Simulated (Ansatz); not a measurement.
# C3H6OSe: up Jacob's ladder to CCSD(T)

The task here is to estimate one member of a computed series from the others.

The runs use Ansatz 0.2.0, Gaussian basis; functionals in def2-TZVPP, the program's frozen cores in correlated methods.

Levels to be run: PBE-D4, r2SCAN-D4, PBE0-D4, B3LYP-D4, ωB97X-V, ωB97M-V, B2PLYP; CCSD(T)/def2-TZVPP; MP2/def2-QZVPP; extrapolation to the limit.

**The relaxed structure**

An earlier PBE0-D4 in a triple-zeta def2 set relaxation fixed the geometry.

11 atoms, charge 0, spin multiplicity 1.

Atoms are counted from 1 here; the program's logs count them from 0.

Bond lengths: C1–C2 1.496 Å, C1–H6 1.093 Å, C1–H7 1.090 Å, C1–H8 1.095 Å, C2–O3 1.420 Å, C2–Se5 1.990 Å, C2–H9 1.095 Å, O3–C4 1.411 Å, C4–Se5 1.972 Å, C4–H10 1.093 Å, C4–H11 1.090 Å. Angles: C2–C1–H6 110.2°, C2–C1–H7 110.8°, C2–C1–H8 109.5°, H6–C1–H7 109.1°, H6–C1–H8 108.2°, H7–C1–H8 109.0°, C1–C2–O3 112.6°, C1–C2–Se5 117.3°, C1–C2–H9 111.8°, O3–C2–Se5 93.8°, O3–C2–H9 110.8°, Se5–C2–H9 109.2°, C2–O3–C4 102.1°, O3–C4–Se5 94.8°, O3–C4–H10 112.5°, O3–C4–H11 111.8°, Se5–C4–H10 111.8°, Se5–C4–H11 114.2° and more.

The first run:

Contents of in.yaml:

```yaml
crystal:
  periodic: [false, false, false]
  atoms:
    - {symbol: C, position_ang: [-0.907754, 0.913464, -0.975166]}
    - {symbol: C, position_ang: [0.180289, -0.013404, -0.534883]}
    - {symbol: O, position_ang: [-0.278340, -0.995853, 0.381380]}
    - {symbol: C, position_ang: [0.712782, -0.950784, 1.384719]}
    - {symbol: Se, position_ang: [1.544143, 0.709857, 0.720427]}
    - {symbol: H, position_ang: [-0.505792, 1.676552, -1.645748]}
    - {symbol: H, position_ang: [-1.371115, 1.400853, -0.116849]}
    - {symbol: H, position_ang: [-1.671411, 0.347943, -1.518587]}
    - {symbol: H, position_ang: [0.685684, -0.481939, -1.386218]}
    - {symbol: H, position_ang: [1.400122, -1.799347, 1.331097]}
    - {symbol: H, position_ang: [0.276594, -0.864341, 2.380430]}
basis:
  gaussian: {orbitals: def2-TZVPP}
hamiltonian: {xc: pbe, dispersion: d4}
output: {forces: true, orbitals: {seedname: orbitals}}
```

Run with:

```bash
$ ansatz run in.yaml --threads 4 --pin off --events-out ev --progress --plain --max-ram 10444MiB
```

Among the steps run: PBE-D4 (GGA); r2SCAN-D4 (meta-GGA); PBE0-D4 (hybrid); B3LYP-D4 (hybrid); ωB97X-V (range-separated); ωB97M-V (range-separated); B2PLYP (double hybrid); CCSD(T) in def2-TZVPP; MP2 in def2-QZVPP.

One table of the session follows, with a row left open; its other results are not shown here.

```
            method  atomisation energy (kJ/mol)
            PBE-D4                       4289.1
         r2SCAN-D4                       4177.6
           PBE0-D4                       4195.4
          B3LYP-D4                       4153.1
           ωB97X-V                            ?
           ωB97M-V                       4166.0
            B2PLYP                       4111.8
     HF/def2-TZVPP                       2921.4
    MP2/def2-TZVPP                       4139.3
   CCSD/def2-TZVPP                       3983.1
CCSD(T)/def2-TZVPP                       4058.6
           MP2/CBS                       4248.0
       CCSD(T)/CBS                       4167.3
```

**Question.** Estimate the row for ωB97X-V.

As computed: atomisation energy (kJ/mol): 4172.8. In the column «atomisation energy (kJ/mol)» it lies between CCSD(T)/CBS (4167.3) and r2SCAN-D4 (4177.6).
